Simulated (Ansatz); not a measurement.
**C₆H₁₃FHfN₂: small, medium and large basis sets**

Aim: see how fast density functionals converge with the basis set for C₆H₁₃FHfN₂.

The runs use Ansatz 0.2.0, Gaussian basis; one geometry, several basis sets.

Plan: PBE0-D4/def2-SVP; ωB97M-V/def2-SVP; PBE0-D4/def2-QZVPP; ωB97M-V/def2-QZVPP; the functionals' def2-TZVPP values are taken from earlier runs.

1 further run of the same task is left out (it didn't finish).

### Step 1. The geometry

An earlier PBE0-D4 in a triple-zeta def2 set relaxation fixed the geometry. Hf takes the def2 core potential; no spin-orbit term is included.

SMILES `C#[C][Hf]([F])([N](C)C)[N](C)C`, 23 atoms, charge 0, spin multiplicity 1.

Atoms are counted from 1 here; the program's logs count them from 0.

Bond lengths: C1–C2 1.216 Å, C1–H11 1.067 Å, C2–Hf3 2.210 Å, Hf3–F4 1.922 Å, Hf3–N5 2.020 Å, Hf3–N8 2.015 Å, N5–C6 1.446 Å, N5–C7 1.439 Å, C6–H12 1.098 Å, C6–H13 1.099 Å, C6–H14 1.098 Å, C7–H15 1.099 Å, C7–H16 1.100 Å, C7–H17 1.092 Å, N8–C9 1.446 Å, N8–C10 1.440 Å, C9–H18 1.098 Å, C9–H19 1.099 Å and more. Angles: C2–C1–H11 179.9°, C1–C2–Hf3 178.3°, C2–Hf3–F4 112.0°, C2–Hf3–N5 105.0°, C2–Hf3–N8 107.9°, F4–Hf3–N5 110.4°, F4–Hf3–N8 112.9°, N5–Hf3–N8 108.2°, Hf3–N5–C6 115.1°, Hf3–N5–C7 132.2°, C6–N5–C7 112.7°, N5–C6–H12 111.2°, N5–C6–H13 111.8°, N5–C6–H14 111.6°, H12–C6–H13 107.1°, H12–C6–H14 106.8°, H13–C6–H14 108.0°, N5–C7–H15 111.5° and more.

### Step 2. PBE0-D4 in def2-SVP

Input file in.yaml:

```yaml
crystal:
  periodic: [false, false, false]
  atoms:
    - {symbol: C, position_ang: [1.275372, -3.529693, -0.340953]}
    - {symbol: C, position_ang: [1.045751, -2.346105, -0.495943]}
    - {symbol: Hf, position_ang: [0.682909, -0.189343, -0.813001]}
    - {symbol: F, position_ang: [1.518923, 0.454094, -2.420092]}
    - {symbol: N, position_ang: [-1.325084, -0.010349, -0.941690]}
    - {symbol: C, position_ang: [-1.905324, -0.485513, -2.178468]}
    - {symbol: C, position_ang: [-2.308946, 0.517901, -0.034082]}
    - {symbol: N, position_ang: [1.296693, 0.791353, 0.836440]}
    - {symbol: C, position_ang: [0.799998, 0.262980, 2.087045]}
    - {symbol: C, position_ang: [2.166979, 1.927008, 1.000785]}
    - {symbol: H, position_ang: [1.476761, -4.568659, -0.205966]}
    - {symbol: H, position_ang: [-1.133511, -0.872801, -2.856399]}
    - {symbol: H, position_ang: [-2.434408, 0.314214, -2.715350]}
    - {symbol: H, position_ang: [-2.615448, -1.305094, -2.003373]}
    - {symbol: H, position_ang: [-3.051217, -0.244262, 0.243181]}
    - {symbol: H, position_ang: [-2.857187, 1.360900, -0.479018]}
    - {symbol: H, position_ang: [-1.837270, 0.877069, 0.883000]}
    - {symbol: H, position_ang: [0.161319, -0.614284, 1.917932]}
    - {symbol: H, position_ang: [0.203682, 1.005541, 2.636166]}
    - {symbol: H, position_ang: [1.618096, -0.066446, 2.741382]}
    - {symbol: H, position_ang: [3.048284, 1.674440, 1.606646]}
    - {symbol: H, position_ang: [2.520918, 2.286908, 0.031517]}
    - {symbol: H, position_ang: [1.652691, 2.760132, 1.500240]}
basis:
  gaussian: {orbitals: def2-SVP}
hamiltonian: {xc: pbe0, dispersion: d4}
output: {orbitals: {seedname: orbitals}}
```

Command:

```console
$ ansatz run in.yaml --threads 4 --pin off --events-out ev --progress --plain --max-ram 46080MiB --backend cpu
```

The runs that follow: ωB97M-V in def2-SVP; PBE0-D4 in def2-QZVPP; ωB97M-V in def2-QZVPP.

Before running them: what should the planned runs give, taken together? Wanted: PBE0-D4: double and triple zeta above quadruple; ωB97M-V: double and triple zeta above quadruple.

The runs gave:

| quantity | value |
| --- | --- |
| PBE0-D4: double and triple zeta above quadruple | 14.80, 0.69 eV |
| ωB97M-V: double and triple zeta above quadruple | 15.39, 0.65 eV |

PBE0-D4 gains 14.11 eV from double to triple zeta, then 0.69 eV more. These are total energies; as a rule much of such shifts cancels in differences, which this series doesn't test. The LUMO of ωB97M-V is positive and keeps falling with the basis (1.41 to 0.88 eV): an unbound level that the basis holds in place.
